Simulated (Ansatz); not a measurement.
# B2Cl2F2H2: small, medium and large basis sets

Aim: see how fast density functionals converge with the basis set for B2Cl2F2H2.

Computed with Ansatz 0.2.0, Gaussian basis. Level: one geometry, several basis sets.

Plan: PBE0-D4/def2-SVP; ωB97M-V/def2-SVP; PBE0-D4/def2-QZVPP; ωB97M-V/def2-QZVPP; the functionals' def2-TZVPP values are taken from earlier runs.

## Step 1: Structure used throughout

All runs share one geometry, relaxed beforehand with PBE0-D4 in a triple-zeta def2 set.

SMILES `Cl[B@H-]1[F+][B@H-](Cl)[F+]1`, 8 atoms, charge 0, spin multiplicity 1.

Atoms are counted from 1 here; the program's logs count them from 0.

Bond lengths: Cl1–B2 1.755 Å, B2–F3 1.539 Å, B2–F6 1.540 Å, B2–H7 1.184 Å, F3–B4 1.540 Å, B4–Cl5 1.755 Å, B4–F6 1.539 Å, B4–H8 1.184 Å. Angles: Cl1–B2–F3 111.5°, Cl1–B2–F6 111.5°, Cl1–B2–H7 120.5°, F3–B2–F6 87.1°, F3–B2–H7 110.7°, F6–B2–H7 110.7°, B2–F3–B4 92.9°, F3–B4–Cl5 111.5°, F3–B4–F6 87.1°, F3–B4–H8 110.7°, Cl5–B4–F6 111.5°, Cl5–B4–H8 120.5°, F6–B4–H8 110.7°, B2–F6–B4 92.9°.

## Step 2: PBE0-D4 in def2-SVP

in.yaml reads:

```yaml
crystal:
  periodic: [false, false, false]
  atoms:
    - {symbol: Cl, position_ang: [0.679831, -1.889094, 1.508692]}
    - {symbol: B, position_ang: [0.854580, -0.399237, 0.596814]}
    - {symbol: F, position_ang: [0.329465, -0.553773, -0.842027]}
    - {symbol: B, position_ang: [-0.854533, 0.399278, -0.596799]}
    - {symbol: Cl, position_ang: [-0.680479, 1.889037, -1.508931]}
    - {symbol: F, position_ang: [-0.329158, 0.554148, 0.841929]}
    - {symbol: H, position_ang: [1.879214, 0.194293, 0.607101]}
    - {symbol: H, position_ang: [-1.878929, -0.194661, -0.606779]}
basis:
  gaussian: {orbitals: def2-SVP}
hamiltonian: {xc: pbe0, dispersion: d4}
output: {orbitals: {seedname: orbitals}}
```

On the command line:

```console
> ansatz run in.yaml --threads 4 --pin off --events-out ev --progress --plain --max-ram 10444MiB
```

After this run come: ωB97M-V in def2-SVP; PBE0-D4 in def2-QZVPP; ωB97M-V in def2-QZVPP.

**Question.** What will the summary of the whole plan be? Wanted: PBE0-D4: double and triple zeta above quadruple; ωB97M-V: double and triple zeta above quadruple.

As calculated:

| quantity | value |
| --- | --- |
| PBE0-D4: double and triple zeta above quadruple | 17.65, 1.08 eV |
| ωB97M-V: double and triple zeta above quadruple | 17.65, 1.01 eV |

In words: PBE0-D4 gains 16.57 eV from double to triple zeta, then 1.08 eV more. These are total energies; as a rule much of such shifts cancels in differences, which this series doesn't test. The LUMO of ωB97M-V is positive and keeps falling with the basis (2.36 to 1.41 eV): an unbound level that the basis holds in place.
